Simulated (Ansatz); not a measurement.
# CsLiCr2Te2S3 (P1) in Ansatz: convergence with wavefunction cutoff

Aim: find how far wavefunction cutoff must go before the results for CsLiCr2Te2S3 settle, at PBE. This setting moves, with any that are tied to it; all else stays.

All numbers are computed with Ansatz 0.2.0; they aren't measurements. Logs are shortened: lines on timing, memory, paths and dates and some standing lists are left out, and cuts for length are marked.

## (1) Starting point

The typed cell holds 18 atoms: a = 3.675 Å, b = 6.258 Å, c = 18.879 Å, α = 89.93°, β = 89.72°, γ = 90.00°.

The cell was built by a generator and needn't be a form met in nature.

## (2) With wavefunction cutoff 200 eV

input.yaml

```yaml
crystal:
  lattice:
    - [3.67471, -0.00018, -0.00146]
    - [0.00068, 6.25849, 0.00267]
    - [0.0997, 0.01509, 18.87835]
  atoms:
    - { symbol: Cs, position: [0.00702, 0.99658, 0.60964] }
    - { symbol: Cs, position: [0.50622, 0.49563, 0.63737] }
    - { symbol: Li, position: [0.49757, 0.8329, 0.98554] }
    - { symbol: Li, position: [0.9976, 0.33501, 0.98513] }
    - { symbol: Cr, position: [0.9939, 0.00068, 0.13453], spin: 3.0 }
    - { symbol: Cr, position: [0.49393, 0.50024, 0.13461], spin: 3.0 }
    - { symbol: Cr, position: [0.00147, 0.6694, 0.83098], spin: 3.0 }
    - { symbol: Cr, position: [0.5014, 0.16737, 0.8334], spin: 3.0 }
    - { symbol: Te, position: [0.01027, 0.59621, 0.46271] }
    - { symbol: Te, position: [0.51068, 0.22697, 0.45459] }
    - { symbol: Te, position: [0.49158, 0.83669, 0.22777] }
    - { symbol: Te, position: [0.99165, 0.33648, 0.22784] }
    - { symbol: S, position: [0.99971, 0.99979, 0.90043] }
    - { symbol: S, position: [0.49974, 0.50461, 0.89926] }
    - { symbol: S, position: [0.99553, 0.66614, 0.07188] }
    - { symbol: S, position: [0.49551, 0.16656, 0.0716] }
    - { symbol: S, position: [0.50316, 0.84068, 0.76492] }
    - { symbol: S, position: [0.00305, 0.32804, 0.76778] }
hamiltonian:
  xc: pbe
  pseudopotentials: { kind: paw }
magnetization:
  spin_polarized: true
kpoints:
  mp_grid: { grid: [5, 3, 1] }
scf:
  occupations: { method: fermi_dirac, width: 0.05 }
output:
  forces: true
  stress: true
  eigenvalues: true
basis:
  ecutwfc: "200 eV"
```

Potentials or basis: Ansatz PAW.

Launch:

```sh
> ansatz run input.yaml --threads 8 --pin off --max-ram 20480MiB --backend cpu --events-out ev --progress --plain --runs-dir out
```

What it wrote:

```text
Warning: basis.ecutwfc = 200 eV is below the records' recommended 420 eV, and the density's cutoff is lower with it unless basis.ecutrho_ratio is high enough to keep the records' density cutoff: compare with a run at a higher cutoff
Warning: RAYON_NUM_THREADS=8 ignored (pool sized by the plan → 8); use --threads N
Engine: ansatz 0.2.0, x86_64-unknown-linux-gnu
Pseudopotentials: kind: paw
Pseudopotential: Cs, paw, valence charge 9, recommended cutoff 420 eV (normal), Cs.paw.azcp
Pseudopotential: Li, paw, valence charge 3, recommended cutoff 420 eV (normal), Li.paw.azcp
[... 89 lines left out ...]
  atom   5  Cr     0.00338676     0.01698772     0.35795436
  atom   6  Cr     0.00375242     0.01321429     0.34953345
[... 10 lines left out ...]
  atom  17  S     -0.00158111     0.06434840     0.24304704
  atom  18  S     -0.00223415    -0.02506343     0.27782522
  max |Σ_I F_I| component: 1.72e-4 eV/Å
--- Stress (GPa, compression-positive) ---
       -3.372180      -0.013848       0.096505
       -0.013848      -3.037966      -0.086167
        0.096505      -0.086166      -2.572651
  P = ⅓ Tr σ = -2.9943 GPa (-29.943 kbar)
--- Band table (eV; the first three rows and the last of 16) ---
  k-point 0 ↑: bands = ["-67.8597", "-67.8143", "-67.2555", "-67.2267", "-38.6488", "-38.6315", "-38.6151", "-38.6059", "-38.5874", "-38.5703", "-38.5685", "-38.5194", "-38.0748", "-38.0310", "-38.0135", "-37.9871", "-37.9843", "-37.9654", "-30.6854", "-30.6668", "-30.4925", "-30.4605", "-30.3804", "-30.3507", "-30.3333", "-30.3297", "-30.3189", "-30.3026", "-30.0786", "-30.0208", "-29.9853", "-29.9368", "-29.9339", "-29.9054", "-29.8991", "-29.8837", "-29.8730", "-29.8295", "-15.6186", "-15.0557", "-5.9471", "-5.4568", "-4.8565", "-4.6501", "-4.5481", "-4.5420", "-4.3941", "-3.6544", "-3.5216", "-2.3707", "-2.1628", "-1.9866", "-1.6774", "-1.5910", "-1.0202", "-0.9756", "2.1738", "2.4855", "2.6990", "3.2091", "3.3096", "3.6544", "3.9623", "4.0059", "4.1021", "4.2702", "4.3025", "4.5663", "4.5905", "4.6260", "4.8400", "4.9435", "5.2369", "5.4183", "5.9705", "5.9829", "6.0227", "6.0624", "6.1476", "6.3351", "6.4717", "6.4891", "6.5267", "6.5593", "6.5989", "6.6592", "6.8330", "6.8801", "6.9328", "6.9766", "7.0031", "7.0247", "7.0864", "7.5891", "8.3506", "8.4747", "8.8048", "9.0945", "9.2683", "9.2915", "9.4792", "9.5270", "9.6740", "9.7693", "9.8945", "9.9284", "10.6342", "10.7191", "11.2094", "11.9191", "12.0436", "12.1562", "12.1632", "12.2027", "12.5958", "12.6455"]
  k-point 1 ↑: bands = ["-67.8605", "-67.8216", "-67.2550", "-67.2371", "-38.6491", "-38.6230", "-38.6173", "-38.5950", "-38.5912", "-38.5791", "-38.5611", "-38.5452", "-38.0583", "-38.0158", "-38.0105", "-38.0026", "-38.0010", "-37.9844", "-30.7301", "-30.6403", "-30.5831", "-30.4086", "-30.3792", "-30.3700", "-30.3433", "-30.3329", "-30.3173", "-30.2456", "-30.0096", "-30.0046", "-30.0018", "-29.9537", "-29.9207", "-29.9178", "-29.9081", "-29.8968", "-29.8806", "-29.8711", "-15.5417", "-15.1491", "-5.7053", "-5.2433", "-5.0889", "-4.7813", "-4.7693", "-4.4755", "-4.3677", "-3.4184", "-3.0448", "-2.8103", "-2.5545", "-1.9056", "-1.7204", "-1.5577", "-1.4592", "-1.1193", "2.7831", "2.9477", "3.1127", "3.2971", "3.4921", "3.7012", "3.8546", "4.0692", "4.0780", "4.2789", "4.2964", "4.6212", "4.6331", "4.7111", "4.8772", "5.0413", "5.1809", "5.1835", "5.5831", "5.8302", "6.0237", "6.2329", "6.2708", "6.2873", "6.2947", "6.3404", "6.4602", "6.6241", "6.6766", "6.7045", "6.8271", "6.9407", "7.0041", "7.0246", "7.1107", "7.2412", "7.4164", "7.5775", "8.1454", "8.2298", "8.3957", "8.7250", "8.8317", "9.2339", "9.2452", "9.2780", "9.3276", "9.3398", "9.6915", "9.9647", "10.0014", "10.2442", "11.0827", "11.7750", "12.1382", "12.5410", "12.6888", "12.8697", "12.8960", "13.0642"]
  k-point 2 ↑: bands = ["-67.8607", "-67.8199", "-67.2545", "-67.2344", "-38.6506", "-38.6396", "-38.6162", "-38.5971", "-38.5832", "-38.5773", "-38.5509", "-38.5437", "-38.0855", "-38.0119", "-38.0027", "-37.9958", "-37.9942", "-37.9821", "-30.7225", "-30.5825", "-30.5511", "-30.4536", "-30.4378", "-30.3871", "-30.3558", "-30.3299", "-30.2853", "-30.2206", "-30.0564", "-30.0452", "-29.9455", "-29.9426", "-29.9340", "-29.9312", "-29.9187", "-29.8825", "-29.8538", "-29.8386", "-15.5116", "-15.0101", "-5.6943", "-5.2360", "-4.5697", "-4.5410", "-4.4671", "-4.4137", "-4.3533", "-3.4146", "-3.3065", "-2.3919", "-2.2489", "-2.0393", "-1.9205", "-1.7662", "-1.5637", "-1.2208", "2.4990", "2.8168", "2.9484", "3.2344", "3.5048", "3.5856", "3.6990", "3.8220", "4.0314", "4.0639", "4.1224", "4.3733", "4.4514", "4.6601", "4.7896", "4.9072", "5.0731", "5.0878", "5.2501", "5.2989", "5.4959", "5.5274", "5.8849", "6.0392", "6.1526", "6.2122", "6.3181", "6.5151", "6.5235", "6.6701", "6.7497", "6.8216", "6.9715", "7.0073", "7.1036", "7.1167", "7.2062", "7.3637", "8.0748", "8.1120", "8.2512", "8.6989", "8.7878", "8.8660", "9.0776", "9.2113", "9.3997", "9.6505", "9.8963", "10.0601", "10.2425", "10.2965", "11.0017", "11.7138", "12.0418", "12.3942", "12.7730", "13.1039", "13.1662", "13.2190"]
  k-point 7 ↓: bands = ["-65.0261", "-65.0128", "-64.5702", "-64.5651", "-38.6530", "-38.6040", "-35.8315", "-35.8169", "-35.7742", "-35.7572", "-35.7432", "-35.7352", "-35.3805", "-35.3707", "-35.3616", "-35.3567", "-35.3225", "-35.2866", "-30.6751", "-30.6436", "-30.6002", "-30.5341", "-30.4295", "-30.4085", "-30.3656", "-30.3475", "-30.3084", "-30.2540", "-30.0888", "-30.0881", "-30.0602", "-30.0513", "-29.9963", "-29.9768", "-29.9614", "-29.9583", "-29.9543", "-29.8752", "-15.2970", "-14.9681", "-4.9811", "-4.7351", "-4.7025", "-4.5852", "-4.4317", "-4.4259", "-3.6034", "-3.4520", "-3.0782", "-2.8330", "-2.5588", "-2.3988", "-1.9818", "-1.7937", "-1.6062", "-1.5478", "2.6705", "2.8484", "2.9288", "3.1159", "3.3499", "3.4079", "3.5875", "3.7357", "3.9415", "4.1875", "4.5083", "4.5970", "4.7294", "4.8857", "4.9191", "5.1048", "5.1665", "5.1940", "5.4266", "5.4855", "5.5360", "5.7426", "6.0703", "6.2096", "6.4632", "6.5082", "6.8331", "7.2170", "7.7435", "8.5382", "8.8262", "8.9228", "8.9769", "9.2298", "9.3493", "9.4022", "9.4473", "9.4957", "9.5580", "9.6884", "9.7673", "9.7953", "9.9056", "9.9312", "10.2549", "10.3372", "10.3730", "10.4488", "10.4682", "10.7007", "10.8686", "10.8737", "11.3119", "11.6406", "12.2991", "12.6004", "12.7792", "12.9826", "13.0291", "13.2918"]
```

It took 6.7 s on 8 threads of Intel Xeon 6975P-C (Granite Rapids), shared host; peak memory 1.1 GiB.

What came out:

| Quantity | Value |
| --- | --- |
| Free energy | -58539.4558 eV |
| Pressure | -3.0 GPa |
| Largest force | 0.754 eV/Å |
| Band gap on the k mesh | none (metal or under the smearing width) |
| Net moment | 11.31 μB per cell |
| Absolute moment | 13.70 μB per cell |
| Site moments | Cs +0.00, -0.00; Li -0.01; Cr +2.65, +2.82, +2.78; Te +0.01, -0.17; S -0.06, -0.07 μB |

## (3) With wavefunction cutoff 250 eV

input.yaml: that of step 2 with these lines changed.

```diff
@@ -38,2 +38,2 @@
 basis:
-  ecutwfc: "200 eV"
+  ecutwfc: "250 eV"
```

Potentials or basis: Ansatz PAW.

Launch:

```sh
> ansatz run input.yaml --threads 8 --pin off --max-ram 20480MiB --backend cpu --events-out ev --progress --plain --runs-dir out
```

Run time: 8.6 s. Hardware: 8 threads of Intel Xeon 6975P-C (Granite Rapids), shared host; peak memory 1.4 GiB.

Results:

| Item | Value |
| --- | --- |
| Free energy | -58594.9966 eV |
| Pressure | 0.5 GPa |
| Largest force | 0.124 eV/Å |
| Band gap on the k mesh | none (metal or under the smearing width) |
| Net moment | 11.29 μB per cell |
| Absolute moment | 13.53 μB per cell |
| Site moments | Cs +0.00, -0.00; Li -0.01; Cr +2.61, +2.78, +2.75; Te +0.00, -0.16; S -0.05, -0.06 μB |

## (4) With wavefunction cutoff 300 eV

input.yaml: that of step 3 with these lines changed.

```diff
@@ -38,2 +38,2 @@
 basis:
-  ecutwfc: "250 eV"
+  ecutwfc: "300 eV"
```

Launch:

```sh
> ansatz run input.yaml --threads 8 --pin off --max-ram 20480MiB --backend cpu --events-out ev --progress --plain --runs-dir out
```

Wall time 11 s (8 threads of Intel Xeon 6975P-C (Granite Rapids), shared host); peak memory 1.7 GiB.

What came out:

```yaml
Free_energy: -58604.5299 eV
Pressure: -0.1 GPa
Largest_force: 0.139 eV/Å
Band_gap_on_the_k_mesh: none (metal or under the smearing width)
Net_moment: 11.29 μB per cell
Absolute_moment: 13.53 μB per cell
Site_moments: Cs +0.00, -0.00; Li -0.01; Cr +2.60, +2.78, +2.74; Te +0.00, -0.16; S -0.05, -0.06, -0.07 μB
```

## (5) With wavefunction cutoff 350 eV

input.yaml: that of step 4 with these lines changed.

```diff
@@ -38,2 +38,2 @@
 basis:
-  ecutwfc: "300 eV"
+  ecutwfc: "350 eV"
```

Launch:

```sh
> ansatz run input.yaml --threads 8 --pin off --max-ram 20480MiB --backend cpu --events-out ev --progress --plain --runs-dir out
```

Wall time 13 s (8 threads of Intel Xeon 6975P-C (Granite Rapids), shared host); peak memory 1.9 GiB.

What came out:

- Free energy: -58605.7564 eV
- Pressure: 0.0 GPa
- Largest force: 0.141 eV/Å
- Band gap on the k mesh: none (metal or under the smearing width)
- Net moment: 11.29 μB per cell
- Absolute moment: 13.52 μB per cell
- Site moments: Cs +0.00, -0.00; Li -0.01; Cr +2.60, +2.77, +2.74; Te +0.00, -0.16; S -0.05, -0.06 μB

## (6) With wavefunction cutoff 400 eV

input.yaml: that of step 5 with these lines changed.

```diff
@@ -38,2 +38,2 @@
 basis:
-  ecutwfc: "350 eV"
+  ecutwfc: "400 eV"
```

Potentials or basis: Ansatz PAW.

Launch:

```sh
> ansatz run input.yaml --threads 8 --pin off --max-ram 20480MiB --backend cpu --events-out ev --progress --plain --runs-dir out
```

Wall time 16 s (8 threads of Intel Xeon 6975P-C (Granite Rapids), shared host); peak memory 2.2 GiB.

It converged, with:

| Property | Result |
| --- | --- |
| Free energy | -58605.8702 eV |
| Pressure | 0.0 GPa |
| Largest force | 0.141 eV/Å |
| Band gap on the k mesh | none (metal or under the smearing width) |
| Net moment | 11.29 μB per cell |
| Absolute moment | 13.52 μB per cell |
| Site moments | Cs +0.00, -0.00; Li -0.01; Cr +2.60, +2.77, +2.74; Te +0.00, -0.16; S -0.05, -0.06 μB |

## (7) With wavefunction cutoff 450 eV

input.yaml: that of step 6 with these lines changed.

```diff
@@ -38,2 +38,2 @@
 basis:
-  ecutwfc: "400 eV"
+  ecutwfc: "450 eV"
```

Launch:

```sh
> ansatz run input.yaml --threads 8 --pin off --max-ram 20480MiB --backend cpu --events-out ev --progress --plain --runs-dir out
```

It took 20 s on 8 threads of Intel Xeon 6975P-C (Granite Rapids), shared host; peak memory 2.6 GiB.

It converged, with:

```yaml
Free_energy: -58605.8805 eV
Pressure: 0.0 GPa
Largest_force: 0.142 eV/Å
Band_gap_on_the_k_mesh: none (metal or under the smearing width)
Net_moment: 11.29 μB per cell
Absolute_moment: 13.52 μB per cell
Site_moments: Cs +0.00, -0.00; Li -0.01; Cr +2.60, +2.77, +2.74; Te +0.00, -0.16; S -0.05, -0.06 μB
```

## (8) With wavefunction cutoff 500 eV

input.yaml: that of step 7 with these lines changed.

```diff
@@ -38,2 +38,2 @@
 basis:
-  ecutwfc: "450 eV"
+  ecutwfc: "500 eV"
```

Launch:

```sh
> ansatz run input.yaml --threads 8 --pin off --max-ram 20480MiB --backend cpu --events-out ev --progress --plain --runs-dir out
```

Wall time 23 s (8 threads of Intel Xeon 6975P-C (Granite Rapids), shared host); peak memory 2.9 GiB.

It converged, with:

```
Free energy            : -58605.8871 eV
Pressure               : 0.0 GPa
Largest force          : 0.142 eV/Å
Band gap on the k mesh : none (metal or under the smearing width)
Net moment             : 11.29 μB per cell
Absolute moment        : 13.52 μB per cell
Site moments           : Cs +0.00, -0.00; Li -0.01; Cr +2.60, +2.77, +2.74; Te +0.00, -0.16; S -0.05, -0.06 μB
```

## (9) With wavefunction cutoff 600 eV

input.yaml: that of step 8 with these lines changed.

```diff
@@ -38,2 +38,2 @@
 basis:
-  ecutwfc: "500 eV"
+  ecutwfc: "600 eV"
```

Potentials or basis: Ansatz PAW.

Launch:

```sh
> ansatz run input.yaml --threads 8 --pin off --max-ram 20480MiB --backend cpu --events-out ev --progress --plain --runs-dir out
```

It took 28 s on 8 threads of Intel Xeon 6975P-C (Granite Rapids), shared host; peak memory 3.6 GiB.

It converged, with:

```
Free energy            : -58605.8923 eV
Pressure               : 0.0 GPa
Largest force          : 0.142 eV/Å
Band gap on the k mesh : none (metal or under the smearing width)
Net moment             : 11.29 μB per cell
Absolute moment        : 13.52 μB per cell
Site moments           : Cs +0.00, -0.00; Li -0.01; Cr +2.60, +2.77, +2.74; Te +0.00, -0.16; S -0.05, -0.06 μB
```

## (10) With wavefunction cutoff 800 eV

input.yaml: that of step 9 with these lines changed.

```diff
@@ -38,2 +38,2 @@
 basis:
-  ecutwfc: "600 eV"
+  ecutwfc: "800 eV"
```

Launch:

```sh
> ansatz run input.yaml --threads 8 --pin off --max-ram 20480MiB --backend cpu --events-out ev --progress --plain --runs-dir out
```

Run time: 46 s. Hardware: 8 threads of Intel Xeon 6975P-C (Granite Rapids), shared host; peak memory 5.2 GiB.

It converged, with:

```
Free energy            : -58605.8943 eV
Pressure               : 0.0 GPa
Largest force          : 0.142 eV/Å
Band gap on the k mesh : none (metal or under the smearing width)
Net moment             : 11.29 μB per cell
Absolute moment        : 13.52 μB per cell
Site moments           : Cs +0.00, -0.00; Li -0.01; Cr +2.60, +2.77, +2.74; Te +0.00, -0.16; S -0.05, -0.06 μB
```

## (11) Result

| wavefunction cutoff | energy less the tightest run, at zero smearing (meV/atom) | pressure (GPa) | largest force (eV/Å) | absolute moment (μB) | SCF cycles | CPU time (s) | peak memory (GiB) |
| --- | --- | --- | --- | --- | --- | --- | --- |
| 200 eV | 3691.06 | -2.99 | 0.754 | 13.70 | 23 | 46 | 1.1 |
| 250 eV | 605.42 | 0.51 | 0.124 | 13.53 | 25 | 60 | 1.4 |
| 300 eV | 75.79 | -0.06 | 0.139 | 13.53 | 25 | 75 | 1.7 |
| 350 eV | 7.66 | 0.00 | 0.141 | 13.52 | 26 | 97 | 1.9 |
| 400 eV | 1.34 | 0.01 | 0.141 | 13.52 | 26 | 120 | 2.2 |
| 450 eV | 0.77 | 0.01 | 0.142 | 13.52 | 27 | 150 | 2.6 |
| 500 eV | 0.40 | 0.00 | 0.142 | 13.52 | 28 | 170 | 2.9 |
| 600 eV | 0.11 | 0.00 | 0.142 | 13.52 | 27 | 200 | 3.6 |
| 800 eV | 0.00 | 0.00 | 0.142 | 13.52 | 27 | 330 | 5.2 |

Against the tightest run, the energy stays within 1 meV/atom from 450 eV on; the pressure stays within 0.1 GPa from 300 eV on; the largest force stays within 0.005 eV/Å from 300 eV on; the absolute moment stays within 0.02 μB from 250 eV on. The tightest run that finished is the yardstick and may itself not be fully converged.

Caveats: only a ferromagnetic start was run, and an antiferromagnetic order may lie lower in energy.
